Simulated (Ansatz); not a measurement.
**CH₂AlF₂+: functionals against CCSD(T) at one geometry**

The task here is to estimate one member of a computed series from the others.

Computed with Ansatz 0.2.0, Gaussian basis. Level: single points in def2-TZVPP.

Correlated methods freeze the cores.

## The starting structure

SMILES `F[C+](F)[AlH2]`, 6 atoms, charge 1, spin multiplicity 1.

Atoms are counted from 1 here; the program's logs count them from 0.

Bond lengths: F1–C2 1.293 Å, C2–F3 1.292 Å, C2–Al4 2.310 Å, Al4–H5 1.573 Å, Al4–H6 1.568 Å. Angles: F1–C2–F3 110.9°, F1–C2–Al4 124.3°, F3–C2–Al4 124.7°, C2–Al4–H5 109.2°, C2–Al4–H6 109.2°, H5–Al4–H6 141.5°.

As a file:

```tsv
atom	x (Å)	y (Å)	z (Å)
F1	1.6570	-1.2782	0.2031
C2	0.4149	-0.9438	0.3353
F3	-0.2415	-1.8522	0.9780
Al4	-0.4765	1.0609	-0.3866
H5	0.6431	1.8926	-1.1147
H6	-2.0044	1.1012	-0.0382
```

The first run:

Contents of run/in.yaml:

```yaml
crystal:
  periodic: [false, false, false]
  atoms:
    - {symbol: F, position_ang: [1.657000, -1.278200, 0.203100]}
    - {symbol: C, position_ang: [0.414900, -0.943800, 0.335300]}
    - {symbol: F, position_ang: [-0.241500, -1.852200, 0.978000]}
    - {symbol: Al, position_ang: [-0.476500, 1.060900, -0.386600]}
    - {symbol: H, position_ang: [0.643100, 1.892600, -1.114700]}
    - {symbol: H, position_ang: [-2.004400, 1.101200, -0.038200]}
basis:
  gaussian: {orbitals: def2-TZVPP}
total_charge: 1
correlation: {method: ccsd_t}
output: {forces: true}
```

No record of the launch command was kept for these runs.

Steps of the session up to this table: CCSD(T)/def2-TZVPP; PBE0-D4/def2-TZVPP; wB97M-V/def2-TZVPP; r2SCAN-D4/def2-TZVPP; PBE-D4/def2-TZVPP; r2SCAN0-D4/def2-TZVPP; revPBE-D4/def2-TZVPP.

One of the session's tables, all rows but one given; the rest of the session is left out.

| method | RMS force component (eV/Å) | angle to CCSD(T) forces (°) |
| --- | --- | --- |
| CCSD(T) | 0.695 | reference |
| PBE0-D4 | 0.842 | 4.0 |
| wB97M-V | 0.750 | 4.4 |
| r2SCAN-D4 | 0.627 | 3.7 |
| PBE-D4 | 0.389 | 9.7 |
| r2SCAN0-D4 | 0.976 | 3.0 |
| revPBE-D4 | ? | ? |

**Question.** Estimate the row for revPBE-D4.

The run gave: RMS force component (eV/Å): 0.287; angle to CCSD(T) forces (°): 13.0. In the column «RMS force component (eV/Å)» it is the lowest.
